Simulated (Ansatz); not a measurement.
# Gd2CCl2: a single-point run

Wanted: a converged single-point run for Gd2CCl2, and a check of what comes out. The structure is shown as the input types it.

Computed with Ansatz 0.2.0 (DFT PBEsol, scalar-relativistic, plane waves, PAW; settings changed (as first typed), unless a step's input says otherwise).

3 further runs of the same task are left out: 3 set aside as unsound or not needed. Runs told in other sessions of the task aren't counted.

### 1 The starting structure

Symmetry: P-3m1, No. 164, trigonal system. The conventional cell has a = 3.720 Å, b = 3.720 Å, c = 9.629 Å, α = 90.00°, β = 90.00°, γ = 120.00°. Gd (site symmetry 3m) is surrounded by 3 C at 2.54 Å and 3 Cl at 2.76 Å. Around C (site symmetry -3m) lie 6 Gd at 2.54 Å. Cl (site symmetry 3m) is surrounded by 3 Gd at 2.76 Å.

As a file:

```
Gd C Cl
1.0
     3.71979   -6.44286    0.00000
    -7.43957    0.00000    0.00000
     0.00000    0.00000   -9.62947
Gd C Cl
8 4 8
Direct
  0.16667 0.33333 0.64143
  0.66667 0.33333 0.64143
  0.16667 0.83333 0.64143
  0.66667 0.83333 0.64143
  0.33333 0.16667 0.35857
  0.83333 0.16667 0.35857
  0.33333 0.66667 0.35857
  0.83333 0.66667 0.35857
  0.00000 0.50000 0.50000
  0.50000 0.50000 0.50000
  0.00000 0.00000 0.50000
  0.50000 0.00000 0.50000
  0.16667 0.33333 0.17873
  0.66667 0.33333 0.17873
  0.16667 0.83333 0.17873
  0.66667 0.83333 0.17873
  0.33333 0.16667 0.82127
  0.83333 0.16667 0.82127
  0.33333 0.66667 0.82127
  0.83333 0.66667 0.82127
```

### 2 Input and run

File input.yaml:

```yaml
crystal:
  lattice:
    - [3.719786351, -6.4428589532, 0.0]
    - [-7.4395727019, 0.0, 0.0]
    - [0.0, 0.0, -9.629470046]
  atoms:
    - { symbol: Gd, position: [0.1666666667, 0.3333333333, 0.6414299931], spin: 7.55 }
    - { symbol: Gd, position: [0.6666666667, 0.3333333333, 0.6414299931], spin: 7.55 }
    - { symbol: Gd, position: [0.1666666667, 0.8333333333, 0.6414299931], spin: 7.55 }
    - { symbol: Gd, position: [0.6666666667, 0.8333333333, 0.6414299931], spin: 7.55 }
    - { symbol: Gd, position: [0.3333333333, 0.1666666667, 0.3585700069], spin: 7.55 }
    - { symbol: Gd, position: [0.8333333333, 0.1666666667, 0.3585700069], spin: 7.55 }
    - { symbol: Gd, position: [0.3333333333, 0.6666666667, 0.3585700069], spin: 7.55 }
    - { symbol: Gd, position: [0.8333333333, 0.6666666667, 0.3585700069], spin: 7.55 }
    - { symbol: C, position: [0.0, 0.5, 0.5], spin: -0.12 }
    - { symbol: C, position: [0.5, 0.5, 0.5], spin: -0.12 }
    - { symbol: C, position: [0.0, 1.0, 0.5], spin: -0.12 }
    - { symbol: C, position: [0.5, 1.0, 0.5], spin: -0.12 }
    - { symbol: Cl, position: [0.1666666667, 0.3333333333, 0.1787344953] }
    - { symbol: Cl, position: [0.6666666667, 0.3333333333, 0.1787344953] }
    - { symbol: Cl, position: [0.1666666667, 0.8333333333, 0.1787344953] }
    - { symbol: Cl, position: [0.6666666667, 0.8333333333, 0.1787344953] }
    - { symbol: Cl, position: [0.3333333333, 0.1666666667, 0.8212655047] }
    - { symbol: Cl, position: [0.8333333333, 0.1666666667, 0.8212655047] }
    - { symbol: Cl, position: [0.3333333333, 0.6666666667, 0.8212655047] }
    - { symbol: Cl, position: [0.8333333333, 0.6666666667, 0.8212655047] }
basis:
  ecutwfc: 420
  xc_grid: 2
kpoints:
  mp_grid: { grid: [1, 1, 1], shift: [0.0, 0.0, 0.0] }
hamiltonian:
  xc: pbesol
scf:
  occupations: { method: gaussian, width: 0.02 }
  lower_state_search: "off"
  max_iter: 100
output:
  forces: true
  eigenvalues: true
  stress: true
magnetization:
  spin_polarized: true
```

Launch:

```
$ ansatz run input.yaml --threads 8 --pin off --max-ram 14336MiB --backend cpu --events-out ev --progress --plain --runs-dir out
```

What happens when this is run?

This run ends as converged. Convergence says nothing about whether the input makes sense.

Look at the input: kpoints.mp_grid.grid is [1, 1, 1]. One k-point can't sample the Brillouin zone of so small a cell.

To check: set kpoints.mp_grid.grid to [2, 2, 2].
